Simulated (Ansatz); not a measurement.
Run this with Ansatz 0.2.0 through its Python package and show what comes out.

The script, `run_dfpt.py`:
```python
"""Zone-centre and zone-boundary phonons of CaO by linear response."""

from pathlib import Path
import argparse

import ansatz as az
import numpy as np

parser = argparse.ArgumentParser(description="Zone-centre and zone-boundary phonons of CaO by linear response.")
parser.add_argument("--xc", required=True, help="exchange-correlation functional")
parser.add_argument("--filling", default="fixed", help="how the bands are filled")
parser.add_argument("--tolerance", type=float, required=True, help="SCF control")
parser.add_argument("--extra-bands", type=int, required=True, help="SCF control")
parser.add_argument("--mesh", type=int, nargs=3, default=[6, 6, 6], help="k-point sampling")
args = parser.parse_args()


def main() -> None:
    cao = (
        az.Lattice.of([0.0, 2.4065, 2.4065], [2.4065, 0.0, 2.4065], [2.4065, 2.4065, 0.0])
        .atom("Ca", [0.0, 0.0, 0.0])
        .atom("O", [0.5, 0.5, 0.5])
    )

    model = (
        cao.calculation()
        .functional(args.xc)
        .pseudopotentials("nc")
        .occupations(args.filling)
        .scf(tolerance=args.tolerance, extra_bands=args.extra_bands, algorithm="direct_min")
        .kpoints(*args.mesh)
        .phonons("dfpt", points=[(0, 0, 0), (0, 0, 0.5)])
    )
    done = model.run(threads=1, runs_dir="runs")
    ph = done.phonons

    for q in ph.qpoints:
        thz = np.asarray(q.omega_inv_cm) / 33.35641
        print("q = ({:.2f}, {:.2f}, {:.2f})".format(*q.q_frac), np.round(thz, 2) + 0.0, "THz")


if __name__ == "__main__":
    main()
```

```console
$ python run_dfpt.py --xc lda --tolerance 1e-09 --extra-bands 16
DeckWarning: basis.ecutwfc = 1142.878222 eV, auto-derived from the records' recommended cutoffs: set by O (normal level)
q = (0.00, 0.00, 0.00) [0.   0.   0.   7.18 7.18 7.18] THz
q = (0.00, 0.00, 0.50) [ 4.85  4.85  8.45  8.45 10.74 13.51] THz
```
(Warnings from the package without file and line.)

Notes:
- These settings explore the input space; cutoff and mesh may be short of convergence.
- The cell isn't relaxed first, so the values belong to this volume.
- No non-analytic term is added, so at the zone centre the longitudinal optical modes of a polar crystal aren't split off.
- The structure is a deposited one; some such entries were measured under pressure or heat, so a shift against it needn't be the functional's error alone.
- The structure is taken as given; imaginary modes can come from an unrelaxed or unstable start.
- The whole script took 37 s on 1 thread of Arm Neoverse V1, on a shared host, peak memory 0.63 GiB.

(Lines on the test bed's own set-up are left out of the output.)
